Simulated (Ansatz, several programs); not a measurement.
Na2ClF, ordered on the rocksalt lattice (R-3m) with 4 atoms a cell, relaxed with r2SCAN in Ansatz (plane waves, PAW): the symmetry is R-3m (No. 166, trigonal); a = 3.621 Å, c = 17.762 Å in the conventional setting, 16.81 Å³ an atom. F is surrounded by 6 Na at 2.43 Å; Cl is surrounded by 6 Na at 2.71 Å; Na is surrounded by 3 F at 2.43 Å and 3 Cl at 2.71 Å. The cell was then scaled with its shape and fractional coordinates held, which makes it stiffer than a relaxed compression. The calculation is spin-unpolarised, and the structure need not be a phase that has been made.

| V (Å³/atom) | E (meV/atom) |
| --- | --- |
| 15.802 | 7.88 |
| 16.811 | 0.00 |
| 17.315 | 1.66 |
| 17.819 | 6.29 |

(1) Pass a cubic E = c₀ + c₁u + c₂u² + c₃u³, with u = V − 16.937 Å³, through these points.

(2) Where is the minimum, and what bulk modulus follows?

(3) Predict the energy and the pressure at the withheld volume, 16.306 Å³.

## Answers

(1) c₀ = 0.11, c₁ = +1.691, c₂ = 6.685, c₃ = -0.7400 (meV and Å³).

(2) dE/du = 0 at u = -0.124, so V₀ = 16.81 Å³. B = V₀ d²E/dV² = 16.81 × (2c₂ + 6c₃u) = 16.81 × 13.921 = 234 meV/Å³, and 1 meV/Å³ is 0.16022 GPa: 37 GPa. A third-order Birch-Murnaghan fit to all five points gives 16.81 Å³ and 37 GPa.

(3) With u = -0.631: E ≈ 1.89 meV and P = −dE/dV ≈ +1.22 GPa. The run gives 1.86 meV and, from its stress, +1.21 GPa.
